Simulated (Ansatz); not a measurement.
# LiMg3, space group P6_3/mmc: a band structure

Run with the Python package of Ansatz (0.2.0).

`POSCAR_limg3`
```text
LiMg3
1.0
   6.27104137    0.00000000    0.00000000
  -3.13552069    5.43088114    0.00000000
   0.00000000    0.00000000    5.06494718
Li Mg
2 6
Direct
   0.66666667    0.33333333    0.75000000
   0.33333333    0.66666667    0.25000000
   0.16736857    0.33473714    0.75000000
   0.66526286    0.83263143    0.75000000
   0.16736857    0.83263143    0.75000000
   0.83263143    0.16736857    0.25000000
   0.83263143    0.66526286    0.25000000
   0.33473714    0.16736857    0.25000000
```

`bands_limg3.py`
```python
# -*- coding: utf-8 -*-
'''Band structure of LiMg3.'''

import ansatz as az
from ase.io import read
import numpy as np


def main():
    atoms = read('POSCAR_limg3', format='vasp')
    structure = az.Crystal.from_ase(atoms)

    # high-symmetry points in fractions of the reciprocal vectors
    path = [
        ('G', (0.0, 0.0, 0.0)),
        ('M', (0.5, 0.0, 0.0)),
        ('K', (0.33333, 0.33333, 0.0)),
        ('G', (0.0, 0.0, 0.0)),
        ('A', (0.0, 0.0, 0.5)),
        ('L', (0.5, 0.0, 0.5)),
        ('H', (0.33333, 0.33333, 0.5)),
        ('A', (0.0, 0.0, 0.5)),
    ]
    setup = (
        structure.calculation()
        .functional('lda')
        .pseudopotentials('paw')
        .basis(470)  # cutoff of the orbital basis
        .kpoints(density=3.8)
        .occupations(az.OccupationsMethod.FERMI_DIRAC, width=0.1)  # smearing steadies the SCF of a metal
        .band_structure([point for _, point in path], intervals=8)
        .scf(extra_bands=6)
    )
    out = setup.run(threads=1, pin='off')
    data = out.report

    for key in ('converged', 'n_iterations', 'n_electrons', 'n_kpoints', 'n_pw', 'n_symmetry_ops', 'free_energy_ev', 'fermi_energy_ev'):
        print(f'{key:18s} {data[key]}')

    print('doubts on the final state:', data['published_state_doubts'] or 'none')
    print('warnings:', sorted({n['data']['kind'] for n in out.notices if n['data'].get('severity') in ('warning', 'doubt')}) or 'none')

    bands = out.band_structure()
    fermi = bands.fermi_energy_ev
    print(f'zero of the bands: {fermi:.3f} eV, the Fermi level found on the SCF mesh')
    for spin, channel in enumerate(bands.channels):
        print('channel', spin, '- computed levels within 8 eV of the Fermi level')
        for i, (label, _) in enumerate(path):
            levels = channel.eigenvalues_ev[i * 8] - fermi
            print(f'  {label:3s}', ' '.join(f'{e:7.3f}' for e in levels if abs(e) < 8))


if __name__ == '__main__':
    main()
```

```console
$ python bands_limg3.py
converged          True
n_iterations       7
n_electrons        66.0
n_kpoints          15
n_pw               3977
n_symmetry_ops     24
free_energy_ev     -11813.267003603945
fermi_energy_ev    4.489951019073631
doubts on the final state: none
warnings: none
zero of the bands: 4.490 eV, the Fermi level found on the SCF mesh
channel 0 - computed levels within 8 eV of the Fermi level
  G    -6.286  -1.704  -1.704  -1.556  -1.535  -1.535  -1.142  -1.132   0.279   3.267   3.267   3.454   3.503
  M    -5.348  -4.782  -2.853  -2.390  -0.066   0.133   0.570   1.087   1.598   1.695   1.986   2.071   2.342
  K    -5.119  -4.404  -4.403  -0.049   0.093   0.093   0.236   0.529   0.529   0.771   1.489   1.489   4.590
  G    -6.286  -1.704  -1.704  -1.556  -1.535  -1.535  -1.142  -1.132   0.279   3.267   3.267   3.454   3.503
  A    -4.904  -4.904  -0.707  -0.707  -0.519  -0.519  -0.519  -0.519   0.162   0.162   0.162   0.162   1.492
  L    -4.009  -4.009  -3.399  -3.399  -1.441  -1.441  -0.981  -0.981   2.919   2.919   3.123   3.123   3.802
  H    -3.680  -3.680  -3.480  -3.480  -2.570  -2.570   0.786   0.786   1.316   1.316   2.738   2.738   5.611
  A    -4.904  -4.904  -0.707  -0.707  -0.519  -0.519  -0.519  -0.519   0.162   0.162   0.162   0.162   1.492
```

Total energies depend on the potentials; only differences at equal settings carry meaning. A total without «per atom» is that of the cell as typed. The computed bands are complete only to about 1.5 eV above the Fermi level. The mesh is modest for a metal, so energies can be off by several to tens of meV an atom and pressures by half a GPa or more; differences at equal mesh fare better. Only differences from the Fermi energy are physical; the zero of the scale is a convention. This cell is a computed structure, which may not be the phase found in nature. Gaps and levels are Kohn-Sham values on a finite set of k-points. It ran for 16 s on 1 thread of Arm Neoverse V1 (shared host), peak memory 0.57 GiB.
